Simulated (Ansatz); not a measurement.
CoO, space group I4/mmm, a convergence test of the k-point mesh

With Ansatz 0.2.0, Python API.

The cells in order, each with its output:

In [1]:
```python
from dataclasses import dataclass
import warnings

import ansatz
from pymatgen.core import Lattice, Structure
from pymatgen.io.ase import AseAtomsAdaptor
```

In [2]:
```python
@dataclass(frozen=True)
class RunConfig:
    functional: str = "pbesol"
    filling: str = "fermi_dirac"
    sigma: float = 0.2
    tolerance: float = 1e-05
```

In [3]:
```python
cfg = RunConfig()

warnings.simplefilter("ignore", ansatz.DeckWarning)
```

In [4]:
```python
pmg_structure = Structure(
    Lattice([[-1.508, 1.508, 2.10725], [1.508, -1.508, 2.10725], [1.508, 1.508, -2.10725]]),
    ["Co", "O"],
    [
        [0.0, 0.0, 0.0],
        [0.5, 0.5, 0.0],
    ],
)
coo = ansatz.Crystal.from_ase(AseAtomsAdaptor.get_atoms(pmg_structure)).moments(Co=2.5)
```

In [5]:
```python
coo.resolved().sites[-1]
```
Out [5]:
```text
Site(symbol='O', position=(0.5, 0.5, 0.0), moment=None, axis=None, held=None, saved=None)
```

In [6]:
```python
calc = (
    coo.calculation()
    .functional(cfg.functional)
    .occupations(cfg.filling, width=cfg.sigma)
    .spin("collinear")
    .hubbard("Co", "d", u_eff=2.0)
    .eigensolver("davidson")
    .scf(tolerance=cfg.tolerance, algorithm="direct_min")
)
```

In [7]:
```python
rows = []
for value in [0.8, 0.6, 0.5, 0.4, 0.33]:
    r = calc.kpoints(spacing=value).run(threads=1, backend="cpu").report
    rows.append((value, r["free_energy_ev"] / len(r["lattice"]["sites"]), r["n_iterations"], r["magnetization_mub"], r["n_kpoints"]))
```
```text
RunWarning: this result is not held to the crystal's symmetry: a search behind the close, the SCF from the whole filling of its shells under DFT+U, one down a way that the close's least curvature shows or from a spin flipped beside it, or a hybrid's further exchange loop reached it with operations of the symmetry [...]
```

In [8]:
```python
print("spacing (1/A)   F/atom (eV)    iterations  moment (muB)      k-points")
for row in rows:
    print(f"{str(row[0]):>12s}  {row[1]:12.5f}  {row[2]:12d}  {row[3]:12.3f}  {row[4]:12d}")
```
```text
spacing (1/A)   F/atom (eV)    iterations  moment (muB)      k-points
         0.8   -2825.82849             2         2.918            24
         0.6   -2825.83108             2         2.949            39
         0.5   -2825.83224             2         2.948            68
         0.4   -2825.83207             2         2.954           150
        0.33   -2825.83203             2         2.954           205
```

In [9]:
```python
for row in rows[:-1]:
    shift = 1000 * (row[1] - rows[-1][1])
    print(f"{row[0]}: {shift:+.2f} meV/atom" + ("  (within 2 meV)" if abs(shift) < 2 else ""))
```
```text
0.8: +3.55 meV/atom
0.6: +0.95 meV/atom  (within 2 meV)
0.5: -0.21 meV/atom  (within 2 meV)
0.4: -0.04 meV/atom  (within 2 meV)
```

From a spacing of 0.6 (5×5×5) on it stays within 2 meV an atom of the value at a spacing of 0.33 (9×9×9); the first row (a spacing of 0.8 (4×4×4)) is off by 3.5 meV and the last but one by 0.04 meV. This holds for F at a smearing of 0.2 eV; a narrower one needs a denser mesh. The last run costs about 6.0 times the first.

Notes:
- The magnetic order follows from the starting moments and needn't be the lowest.
- U, its shell and the double counting are chosen to explore, and aren't derived for this compound.
- The overall sign of a collinear moment is arbitrary, and semilocal functionals can give small moments to compounds that are paramagnetic.
- A Fermi-Dirac width this large means warm electrons, whose thermal share enters the free energy.
- With one magnetic atom the cell can hold only ferromagnetic order.
- The starting cell is as deposited in a crystallographic database; the results hold for this polymorph, which needn't be the stable one.
- Warnings are shown shortened and without file and line.
- Shifts are counted from the finest mesh, which is itself no proven limit.
- The script silences the warnings on its input, which a real study should read.
- Finished in 2.4 min on 1 thread of Arm Neoverse V2 (shared host), peak memory 1.1 GiB.

(Lines on the test bed's own set-up are left out of the output.)
